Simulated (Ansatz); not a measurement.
# C2H5AlS: one species, many methods

How much do the methods differ for C2H5AlS? The plan is to run it at one geometry with functionals of several rungs and with coupled cluster. The yardstick is the atomisation energy at the CCSD(T) limit.

Computed with Ansatz 0.2.0, Gaussian basis. Level: functionals in def2-TZVPP, the program's frozen cores in correlated methods.

The runs, in order: LDA (SPW92), PBE-D4, revPBE-D4, BLYP-D4, r2SCAN-D4, B97M-V, PBE0-D4, B3LYP-D4, r2SCANh-D4, r2SCAN0-D4, HSE06-D4, BHLYP-D4, CAM-B3LYP-D4, LC-ωPBE, ωB97X-V, ωB97M-V, B2PLYP, PBE-QIDH; CCSD(T)/def2-SVP; CCSD(T)/def2-TZVPP; MP2/def2-QZVPP; extrapolation to the limit; RPA on PBE.

**1. The geometry**

An earlier PBE0-D4 in a triple-zeta def2 set relaxation fixed the geometry.

9 atoms, charge 0, spin multiplicity 1.

Atoms are counted from 1 here; the program's logs count them from 0.

Bond lengths: C1–Al2 1.935 Å, C1–H5 1.092 Å, C1–H6 1.093 Å, C1–H7 1.094 Å, Al2–C3 1.914 Å, Al2–S4 2.120 Å, C3–S4 1.912 Å, C3–H8 1.088 Å, C3–H9 1.088 Å. Angles: Al2–C1–H5 111.3°, Al2–C1–H6 111.0°, Al2–C1–H7 110.2°, H5–C1–H6 108.6°, H5–C1–H7 108.1°, H6–C1–H7 107.5°, C1–Al2–C3 154.9°, C1–Al2–S4 148.8°, C3–Al2–S4 56.3°, Al2–C3–S4 67.3°, Al2–C3–H8 123.0°, Al2–C3–H9 122.9°, S4–C3–H8 110.9°, S4–C3–H9 110.9°, H8–C3–H9 111.0°, Al2–S4–C3 56.4°.

As a file:

```xyz
9
C2H5AlS
C    -0.3630    1.5285   -0.9537
Al    0.0300   -0.1997   -0.1783
C     0.3730   -1.4184    1.2574
S     0.4351   -2.2615   -0.4577
H    -0.6553    1.4360   -2.0013
H    -1.1686    2.0275   -0.4096
H     0.5182    2.1742   -0.9025
H     1.3360   -1.4868    1.7581
H    -0.4171   -1.8459    1.8705
```

**2. LDA**

This LDA is Slater exchange with PW92 correlation.

The input, in.yaml:

```yaml
crystal:
  periodic: [false, false, false]
  atoms:
    - {symbol: C, position_ang: [-0.363028, 1.528533, -0.953707]}
    - {symbol: Al, position_ang: [0.030011, -0.199727, -0.178283]}
    - {symbol: C, position_ang: [0.372998, -1.418441, 1.257389]}
    - {symbol: S, position_ang: [0.435136, -2.261513, -0.457688]}
    - {symbol: H, position_ang: [-0.655255, 1.435966, -2.001323]}
    - {symbol: H, position_ang: [-1.168574, 2.027466, -0.409577]}
    - {symbol: H, position_ang: [0.518183, 2.174157, -0.902467]}
    - {symbol: H, position_ang: [1.336010, -1.486840, 1.758139]}
    - {symbol: H, position_ang: [-0.417083, -1.845900, 1.870518]}
basis:
  gaussian: {orbitals: def2-TZVPP}
hamiltonian: {xc: lda}
output: {orbitals: {seedname: orbitals}}
```

On the command line:

```sh
$ ansatz run in.yaml --threads 2 --pin off --events-out ev --progress --plain --max-ram 4352MiB
```

After this run come: PBE-D4 (GGA); revPBE-D4 (GGA); BLYP-D4 (GGA); r2SCAN-D4 (meta-GGA); B97M-V (meta-GGA); PBE0-D4 (hybrid); B3LYP-D4 (hybrid); r2SCANh-D4 (hybrid); r2SCAN0-D4 (hybrid); HSE06-D4 (hybrid); BHLYP-D4 (hybrid); CAM-B3LYP-D4 (range-separated); LC-ωPBE (range-separated); ωB97X-V (range-separated); ωB97M-V (range-separated); B2PLYP (double hybrid); PBE-QIDH (double hybrid); CCSD(T) in def2-SVP; CCSD(T) in def2-TZVPP; MP2 in def2-QZVPP; RPA on PBE orbitals.

Before running them: what should the planned runs give, taken together? Wanted: atomisation energy, CCSD(T)/CBS; farthest beyond LDA; mean size of error, GGA; mean size of error, meta-GGA; mean size of error, hybrid; mean size of error, range-separated; mean size of error, double hybrid; gap, smallest and largest; T1 diagnostic.

The runs gave:

```
                               quantity                                                                                                    value
        atomisation energy, CCSD(T)/CBS                                                                                                33.006 eV
    functionals within 0.165 eV (0.5 %)  revPBE-D4, PBE0-D4, B3LYP-D4, r2SCANh-D4, r2SCAN0-D4, CAM-B3LYP-D4, LC-ωPBE, ωB97X-V, ωB97M-V, PBE-QIDH
                    farthest beyond LDA                                                                                     BHLYP-D4 (-0.941 eV)
                mean size of error, GGA                                                                                                 0.358 eV
           mean size of error, meta-GGA                                                                                                 0.312 eV
             mean size of error, hybrid                                                                                                 0.282 eV
    mean size of error, range-separated                                                                                                 0.116 eV
      mean size of error, double hybrid                                                                                                 0.242 eV
              gap, smallest and largest                                                                3.95 eV (LDA (SPW92)), 10.57 eV (LC-ωPBE)
                          T1 diagnostic                                                                                                   0.0122
triples share of the correlation energy                                                                                                    4.4 %
```

LDA overbinds by 4.503 eV (14 %). PBE-D4 is off by +0.605 eV. Double hybrids carry the basis error of their MP2 part in triple zeta, and no dispersion term here, so their miss is partly the set-up's. By mean error the best rung here is range-separated (0.116 eV) and the worst beyond LDA is GGA (0.358 eV). The reference freezes the cores and leaves out relativity and excitations past (T), so misses under about 0.165 eV can't be ranked. Hartree-Fock recovers 73 % of the binding; the rest is correlation. CCSD(T) in def2-SVP is off by -1.929 eV, so the small basis spoils what the method gains. The gap grows from 4.0 to 10.6 eV across the functionals, mostly with the share of exact exchange.
